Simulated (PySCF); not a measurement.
# C₆H₁₃OSi radical: open-shell or spin-flip excitations

What do calculations give for the open-shell or spin-flip excitations of C₆H₁₃OSi radical (`[CH2]/C=C\O[Si](C)(C)C`)?

Computed with PySCF 2.14.0 and routines of our own; the level stands in each step. Atoms count from 0.

## (1) The system as given

21 atoms, charge 0, multiplicity 2; geometry from: GFN2-xTB.

## (2) Open-shell or spin-flip excitations: unrestricted TDA PBE0/def2-SVP

The job: settings as JSON, then the geometry in Å.

```
{"job": {"kind": "uabs", "xc": "PBE0", "basis": "def2-SVP", "nstates": 10, "tda": true}, "charge": 0, "multiplicity": 2}
C      3.520666     0.305687     0.047353
C      2.655364     1.232556    -0.461329
C      1.274956     1.131020    -0.429678
O      0.660042     0.075793     0.121202
Si    -0.923387    -0.329591     0.315470
C     -0.791785    -1.997904     1.206018
C     -1.785160    -0.479980    -1.381201
C     -1.827719     0.983453     1.365621
H      4.584325     0.441049    -0.008830
H      3.150392    -0.586192     0.518677
H      3.050356     2.123635    -0.930474
H      0.648672     1.904700    -0.852386
H     -0.248923    -2.724410     0.610118
H     -1.777645    -2.403744     1.404616
H     -0.276320    -1.901598     2.156076
H     -1.744655     0.457488    -1.930124
H     -1.308096    -1.236846    -1.997911
H     -2.830622    -0.752538    -1.279131
H     -1.377666     1.077944     2.350169
H     -2.874221     0.733259     1.507182
H     -1.787494     1.963161     0.896122
```

With the program's defaults for keys left out, this is: unrestricted TDA PBE0/def2-SVP, vertical, gas phase, core orbitals frozen in the response.

The run is started by

```bash
$ OMP_NUM_THREADS=1 python excited_run.py task.json out
```

This one command runs all jobs of the session in turn.

Log:

```text
coarse grid: 17288 points
cycle   1  E = -600.1664295548  dE =  6.797e-01  |g| = 5.158e-01  |ddm| = 3.212e+00
cycle   2  E = -600.0981214475  dE =  6.831e-02  |g| = 6.707e-01  |ddm| = 1.191e+00
cycle   3  E = -600.2874912173  dE = -1.894e-01  |g| = 9.914e-02  |ddm| = 7.392e-01
cycle   4  E = -600.2916752915  dE = -4.184e-03  |g| = 2.470e-02  |ddm| = 1.066e-01
cycle   5  E = -600.2921499674  dE = -4.747e-04  |g| = 1.054e-02  |ddm| = 3.692e-02
cycle   6  E = -600.2922425412  dE = -9.257e-05  |g| = 5.701e-03  |ddm| = 1.836e-02
cycle   7  E = -600.2922850642  dE = -4.252e-05  |g| = 2.385e-03  |ddm| = 1.277e-02
cycle   8  E = -600.2922907582  dE = -5.694e-06  |g| = 1.049e-03  |ddm| = 5.483e-03
final grid: 160224 points
cycle   9  E = -600.3789815201  dE = -2.946e-05  |g| = 8.001e-03  |ddm| = 2.059e-02
cycle  10  E = -600.3789583223  dE =  2.320e-05  |g| = 1.101e-02  |ddm| = 1.660e-02
cycle  11  E = -600.3790109573  dE = -5.264e-05  |g| = 1.531e-03  |ddm| = 1.060e-02
cycle  12  E = -600.3790120165  dE = -1.059e-06  |g| = 8.148e-05  |ddm| = 1.724e-03
cycle  13  E = -600.3790120213  dE = -4.734e-09  |g| = 5.417e-05  |ddm| = 1.539e-04
cycle  14  E = -600.3790120235  dE = -2.255e-09  |g| = 1.806e-05  |ddm| = 7.890e-05
cycle  15  E = -600.3790120240  dE = -5.004e-10  |g| = 1.029e-05  |ddm| = 4.309e-05
converged SCF energy = -600.3790120240

Static polarisability (au): isotropic 91.429, principal 70.984 87.931 115.373

<S^2> of the reference = 0.7832 (exact 0.7500)

Excitations
state   eV       nm        f      <S^2>   main configurations
  1   4.0501    306.1   0.00470   0.759   Hb->Lb 0.60, Ha->L+1a 0.36
  2   5.1787    239.4   0.00000   0.815   Ha->La 0.79, Ha->L+2a 0.18
  3   5.6658    218.8   0.00116   0.798   H-1b->Lb 0.77, H-3b->Lb 0.20
  4   5.7949    214.0   0.00009   0.817   Ha->L+2a 0.78, Ha->La 0.19
  5   5.9336    209.0   0.44984   0.828   Ha->L+1a 0.37, Hb->Lb 0.32, H-2b->Lb 0.23
  6   5.9423    208.6   0.00077   0.818   Ha->L+3a 0.93
  7   6.4980    190.8   0.00001   0.807   Ha->L+5a 0.74, Ha->L+7a 0.09
  8   6.5280    189.9   0.16300   0.938   H-2b->Lb 0.67, Ha->L+1a 0.18
  9   6.5510    189.3   0.00015   0.807   H-3b->Lb 0.43, H-4b->Lb 0.36, H-1b->Lb 0.09, Ha->L+5a 0.08
 10   6.6248    187.2   0.00999   0.853   Ha->L+4a 0.94
```

Run time: 1.8 min. Hardware: 1 thread of Arm Neoverse N1, shared host; peak memory 0.72 GiB.

In short:

```csv
quantity,value
⟨S²⟩,0.783
```

Löwdin spin populations:

C0 0.56; C1 -0.16; C2 0.50; O3 0.08; Si4 0.01; C5 0.00; C6 0.00; C7 0.00; H8 0.00; H9 0.00; H10 0.00; H11 0.00; H12 0.00; H13 0.00; H14 0.00; H15 0.00; H16 0.00; H17 0.00; H18 0.00; H19 0.00; H20 0.00

## (3) Open-shell or spin-flip excitations: unrestricted TDDFT B3LYP/pcseg-1

The job, as its differences from that of step 2:

```diff
@@ -1,2 +1,2 @@
-{"job": {"kind": "uabs", "xc": "PBE0", "basis": "def2-SVP", "nstates": 10, "tda": true}, "charge": 0, "multiplicity": 2}
+{"job": {"kind": "uabs", "xc": "B3LYP", "basis": "pcseg-1", "nstates": 4, "tda": false}, "charge": 0, "multiplicity": 2}
 C      3.520666     0.305687     0.047353
```

Level: unrestricted TDDFT B3LYP/pcseg-1, vertical, gas phase, core orbitals frozen in the response.

Log:

```text
coarse grid: 17288 points
cycle   1  E = -600.9331788845  dE =  7.195e-01  |g| = 5.620e-01  |ddm| = 3.200e+00
cycle   2  E = -600.8101582806  dE =  1.230e-01  |g| = 7.891e-01  |ddm| = 1.233e+00
cycle   3  E = -601.0744816539  dE = -2.643e-01  |g| = 1.215e-01  |ddm| = 7.885e-01
cycle   4  E = -601.0805455964  dE = -6.064e-03  |g| = 2.601e-02  |ddm| = 1.211e-01
cycle   5  E = -601.0809360226  dE = -3.904e-04  |g| = 1.216e-02  |ddm| = 3.596e-02
cycle   6  E = -601.0810231484  dE = -8.713e-05  |g| = 5.194e-03  |ddm| = 1.792e-02
cycle   7  E = -601.0810503882  dE = -2.724e-05  |g| = 2.472e-03  |ddm| = 1.012e-02
cycle   8  E = -601.0810556779  dE = -5.290e-06  |g| = 1.097e-03  |ddm| = 4.831e-03
final grid: 160224 points
cycle   9  E = -601.1512721330  dE = -3.750e-05  |g| = 5.600e-03  |ddm| = 1.841e-02
cycle  10  E = -601.1512619416  dE =  1.019e-05  |g| = 7.287e-03  |ddm| = 1.146e-02
cycle  11  E = -601.1512879033  dE = -2.596e-05  |g| = 1.242e-03  |ddm| = 6.943e-03
cycle  12  E = -601.1512886312  dE = -7.279e-07  |g| = 9.971e-05  |ddm| = 1.413e-03
cycle  13  E = -601.1512886357  dE = -4.577e-09  |g| = 5.659e-05  |ddm| = 1.581e-04
cycle  14  E = -601.1512886378  dE = -2.048e-09  |g| = 1.635e-05  |ddm| = 7.179e-05
cycle  15  E = -601.1512886380  dE = -2.592e-10  |g| = 1.077e-05  |ddm| = 3.424e-05
converged SCF energy = -601.1512886380

Static polarisability (au): isotropic 92.665, principal 70.892 89.492 117.611

<S^2> of the reference = 0.7727 (exact 0.7500)

Excitations
state   eV       nm        f      <S^2>   main configurations
  1   3.8013    326.2   0.00481   0.760   Hb->Lb 0.63, Ha->L+1a 0.34
  2   4.5446    272.8   0.00001   0.791   Ha->La 0.87, Ha->L+2a 0.10
  3   5.1890    238.9   0.00115   0.787   Ha->L+2a 0.86, Ha->La 0.11
  4   5.2999    233.9   0.00244   0.794   Ha->L+3a 0.97
```

It took 1.8 min on 1 thread of Arm Neoverse N1, shared host; peak memory 0.73 GiB.

From this job:

```csv
quantity,value
⟨S²⟩,0.773
```

## (4) Results

| quantity | value |
| --- | --- |
| lowest and brightest state of nearly pure spin, of 10 (step 2, unrestricted TDA PBE0/def2-SVP) | 4.05 eV; 5.93 eV, f = 0.450 |
| lowest and brightest state of nearly pure spin, of 4 (step 3, unrestricted TDDFT B3LYP/pcseg-1) | 3.80 eV; 3.80 eV, f = 0.005 |

States whose ⟨S²⟩ lies well above the reference's are mixtures of spin states, an artefact of the unrestricted response, and are left out of the summary. The lowest state of nearly pure spin runs from 3.80 to 4.05 eV over the runs.
